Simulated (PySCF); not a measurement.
# SrCd+: bond curves at several levels of theory

The task here is to estimate one member of a computed series from the others.

The runs use PySCF 2.14.0; Sr def2-SVPD with ECP28, Cd def2-SVPD with ECP28, scalar-relativistic core potentials.

The first run:

A driver script around PySCF takes these settings:

```json
{"atoms": "Sr, Cd", "charge": "1", "basis": "Sr def2-SVPD with ECP28, Cd def2-SVPD with ECP28", "Hamiltonian": "scalar-relativistic core potentials", "basis functions": "60", "electrons treated": "29", "masses in u": "87.9056, 113.9034", "levels": "PBE0, PBE, r²SCAN, TPSSh, LDA, HF, MP2, SCS-MP2", "grid": "80 radial by 434 angular points", "occupations": "held fixed by the projection of orbital angular momentum", "dissociation limit": "Sr+ + Cd, each in its ground configuration", "starting distance in angstrom": "3.210", "values of 2S to try": "1, 3"}
```

On the command line:

```
> OMP_NUM_THREADS=1 python dia.py task.json out
```

Among the steps run: Set-up; The PBE0 curve of the state that the search chose; Other states along the same grid; PBE (GGA); r²SCAN; TPSSh (hybrid meta-GGA); LDA; UHF.

One of the session's tables, all rows but one given; the rest of the session is left out.

It belongs to the step «The curves together». Energy (eV) from each level's lowest point:

```
R (Å)    UHF  UHF-MP2  UHF-SCS-MP2    LDA    PBE
3.068  0.427    0.176        0.204  0.108  0.190
3.210  0.238    0.070        0.088  0.030  0.078
3.353  0.119    0.017        0.027  0.000  0.021
3.460  0.062    0.002        0.006  0.000  0.003
3.567      ?        ?            ?      ?      ?
3.674  0.008    0.007        0.003  0.034  0.008
3.817  0.000    0.026        0.017  0.071  0.031
3.995  0.009    0.056        0.042  0.125  0.070
4.209  0.034    0.092        0.074  0.192  0.123
4.494  0.073    0.134        0.113  0.274  0.193
```

Estimate the missing values for R (Å) = 3.567.

Worked estimate for «UHF». A straight line through the neighbours (3.460, 0.062) and (3.674, 0.008) gives 0.062 + (0.008 − 0.062) × (3.567 − 3.460) / (3.674 − 3.460) = 0.035; a parabola fitted to 4 rows on both sides gives 0.027.

The run gave: UHF: 0.027; UHF-MP2: 0.000; UHF-SCS-MP2: 0.000; LDA: 0.013; PBE: 0.000. In «UHF» the line misses by +0.008 and the parabola by 0.000.
